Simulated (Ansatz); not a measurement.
# WC+ (doublet): the correlation ladder, def2-QZVPP

The task here is to estimate one member of a computed series from the others.

The runs use Ansatz 0.2.0, Gaussian basis; def2-QZVPP, core rule «outside noble gas», up to 5 orbitals frozen.

The runs, in order: UHF; ROHF; CCSD(T) on UHF.

2 further runs of the same task are left out: 2 set aside as unsound or not needed.

## What is computed

The geometry is a PBE0/def2-TZVP stationary point (not a proven minimum) of the parent state, kept for this charge and spin. No spin-orbit coupling is included. Elements past krypton take def2 core potentials.

2 atoms, charge 1, spin multiplicity 2.

Atoms are counted from 1 here; the program's logs count them from 0.

Bond lengths: W1–C2 1.709 Å.

The first run:

Input file in.yaml:

```yaml
crystal:
  periodic: [false, false, false]
  atoms:
    - {symbol: W, position_ang: [0.000000, 0.000000, 0.000000]}
    - {symbol: C, position_ang: [0.000000, 0.000000, 1.708732]}
basis:
  gaussian: {orbitals: "def2-QZVPP.json"}
total_charge: 1
magnetization: {spin_polarized: true, initial_magnetization: 1}
hamiltonian: {xc: hf}
output: {orbitals: {seedname: orbitals}}
```

Command:

```console
> ansatz run in.yaml --threads 1 --pin off --events-out ev --progress --plain --max-ram 4096MiB --backend cpu
```

Among the steps run: UHF; ROHF; CCSD(T) on UHF.

One of the session's tables, all rows but one given; the rest of the session is left out.

| method | from UCCSD(T) (meV) |
| --- | --- |
| ROHF | +9751.1 |
| UHF | +7876.3 |
| UMP2 | ? |
| UCCSD | +566.4 |
| UCCSD(T) | 0 |

**Question.** Estimate the row for UMP2.

The run gave: from UCCSD(T) (meV): +1692.7. In the column «from UCCSD(T) (meV)» it lies between UCCSD (+566.4) and UHF (+7876.3).

To keep in mind: The determinant is far from a pure spin state, so its energy mixes those of several spin states (harmless only where they are near-degenerate, as at dissociation).
